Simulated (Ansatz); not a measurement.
# Al (hcp type): how the settings move a relaxation

Question: which choices in the input matter for Al (hcp type)?

Program: Ansatz 0.2.0. Level of theory: reference: DFT, PBEsol, PAW with Ansatz's default frozen-core files, scalar-relativistic. These are calculated values, not measurements.

1 further run of the same task is left out (it didn't finish). Runs told in other sessions of the task aren't counted.

## Step 1: The system as given

It takes space group P6_3/mmc (No. 194, hexagonal). The conventional cell has a = 2.646 Å, b = 2.646 Å, c = 4.304 Å, α = 90.00°, β = 90.00°, γ = 120.00°. Around Al (site symmetry -6m2) lie 12 Al at 2.64 to 2.65 Å.

Coordinates:

```
CELL_PARAMETERS angstrom
2.64582 0.00000 0.00000
-1.32291 2.29135 0.00000
0.00000 0.00000 4.30425
ATOMIC_POSITIONS crystal
Al 0.33333 0.66667 0.25000
Al 0.66667 0.33333 0.75000
```

## Step 2: Reference

input.yaml reads:

```yaml
crystal:
  lattice:
    - [2.6458220859, 0.0, 0.0]
    - [-1.322911043, 2.2913491403, 0.0]
    - [0.0, 0.0, 4.3042506349]
  atoms:
    - { symbol: Al, position: [0.3333333333, 0.6666666667, 0.25] }
    - { symbol: Al, position: [0.6666666667, 0.3333333333, 0.75] }
kpoints:
  mp_grid: { grid: [17, 17, 9] }
scf:
  occupations: { method: fermi_dirac, width: 0.05 }
hamiltonian:
  xc: pbesol
  pseudopotentials: { kind: paw }
output:
  forces: true
  stress: true
relax:
  f_tol: 0.005
  max_steps: 30
  cell: { stress_tol: 0.11, fix: [volume] }
```

Launch:

```console
ansatz run input.yaml --threads 1 --pin off --max-ram 2048MiB --backend cpu --events-out ev --progress --plain --runs-dir out
```

## Step 3: Changing settings: preconditioner kerker, n_extra_bands 8

input.yaml, as its differences from that of step 2:

```diff
@@ -12,2 +12,4 @@
   occupations: { method: fermi_dirac, width: 0.05 }
+  mixing: { preconditioner: kerker }
+  n_extra_bands: 8
 hamiltonian:
@@ -18,2 +20,6 @@
   stress: true
+  write_density: true
+  write_potential: true
+  elf: true
+  volumetric_format: npy
 relax:
```

Before running it: what results should come out? Wanted: for each run, ending; energy change; pressure; gap; force.

**Answer**, as computed:

| run | ending | energy change | pressure (GPa) | gap (eV) | force (eV/Å) | cycles | time |
| --- | --- | --- | --- | --- | --- | --- | --- |
| reference | converged | 0 | 28.5 | 0.00 | 0.00 | 15 | 6.1 s |
| 1: preconditioner kerker, n_extra_bands 8 | converged | 0.0 meV/atom | 28.5 | 0.00 | 0.00 | 15 | 8 s |

Times don't compare one to one where runs were asked for different outputs or read a saved state (see the inputs); cycles may leave out searches for a lower state.

**Reading.** Energy and cycle count are those of the reference, so the change (mixing and band count) left the result and the number of cycles as they were. The structure is not at rest: the sound run finds 29 GPa, so these are no properties of the relaxed crystal. 
